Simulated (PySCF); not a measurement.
# OsO2⁻: changing the method

Starting from one script, swap the method and compare what comes out for OsO2⁻.

Method: method and basis as typed in the scripts; program: PySCF 2.14.0.

## Step 1: Where the work starts

OsO2⁻: 3 atoms, charge -1, spin multiplicity 2.

Bond lengths: Os1–O2 1.739 Å, Os1–O3 1.739 Å. Angles: O2–Os1–O3 151.6°.

## Step 2: Base script

Input file input.py:

```python
from pyscf import gto, scf

mol = gto.M(
    atom='Os 0 0 -0.061; O 1.6856 0 0.3658; O -1.6856 0 0.3658',
    basis='sbkjc',
    ecp={'Os': 'sbkjc', 'O': 'sbkjc'},
    charge=-1,
    spin=1,
    verbose=4,
)
mf = scf.UHF(mol)
mf = mf.newton()
mf.kernel()
mf.mulliken_pop()
mf.dip_moment()
print('orbital energies (hartree):', [e[max(0, n-3):n+3].round(4) for e, n in zip(mf.mo_energy, mol.nelec)])
```

Launch:

```console
$ OMP_NUM_THREADS=1 python input.py
```

## Step 3: CASSCF (ROHF)

Run 1 changes step after the SCF: analyze → casscf; SCF type: UHF → ROHF; active space: none → 7 electrons in 8 orbitals.

Input file input.py:

```python
from pyscf import gto, scf, mcscf

mol = gto.M(
    atom='Os 0 0 -0.061; O 1.6856 0 0.3658; O -1.6856 0 0.3658',
    basis='sbkjc',
    ecp={'Os': 'sbkjc', 'O': 'sbkjc'},
    charge=-1,
    spin=1,
    verbose=4,
)
mf = scf.ROHF(mol)
mf = mf.newton()
mf.kernel()
mc = mcscf.CASSCF(mf, 8, 7)
mc.kernel()
mc.analyze()
mf.dip_moment()
print('orbital energies (hartree):', mf.mo_energy[..., max(0, mol.nelec[1]-3):mol.nelec[0]+3].round(4))
```

## Step 4: RHF

Run 2 changes SCF type: UHF → RHF.

Input file input.py:

```python
from pyscf import gto, scf

mol = gto.M(
    atom='Os 0 0 -0.061; O 1.6856 0 0.3658; O -1.6856 0 0.3658',
    basis='sbkjc',
    ecp={'Os': 'sbkjc', 'O': 'sbkjc'},
    charge=-1,
    spin=1,
    verbose=4,
)
mf = scf.RHF(mol)
mf = mf.newton()
mf.kernel()
mf.mulliken_pop()
mf.dip_moment()
print('orbital energies (hartree):', mf.mo_energy[..., max(0, mol.nelec[1]-3):mol.nelec[0]+3].round(4))
```

## Step 5: MP2

Run 3 changes step after the SCF: analyze → mp2.

Edit input.py of step 2 so:

```diff
@@ -1,2 +1,2 @@
-from pyscf import gto, scf
+from pyscf import gto, scf, mp
 
@@ -13,3 +13,3 @@
 mf.kernel()
-mf.mulliken_pop()
+mp.MP2(mf).kernel()
 mf.dip_moment()
```

What does the calculation give? Wanted: for each run, E(SCF); from base; gap, α spin; after the SCF.

**Answer**, as computed:

```csv
run,E(SCF) (hartree),from base (eV),cycles,"gap, α spin (eV)",after the SCF
base,-121.750800,0,7 macro,11.26,n/a
CASSCF (ROHF),-121.747686,+0.0847,7 macro,n/a,CASSCF correlation -3.789 eV
RHF,-121.747686,+0.0847,7 macro,n/a,n/a
MP2,-121.750800,0.0000,7 macro,11.26,MP2 correlation -13.796 eV
```

What this shows: The dearest run is “CASSCF (ROHF)”, at 15 s against 2.3 s.
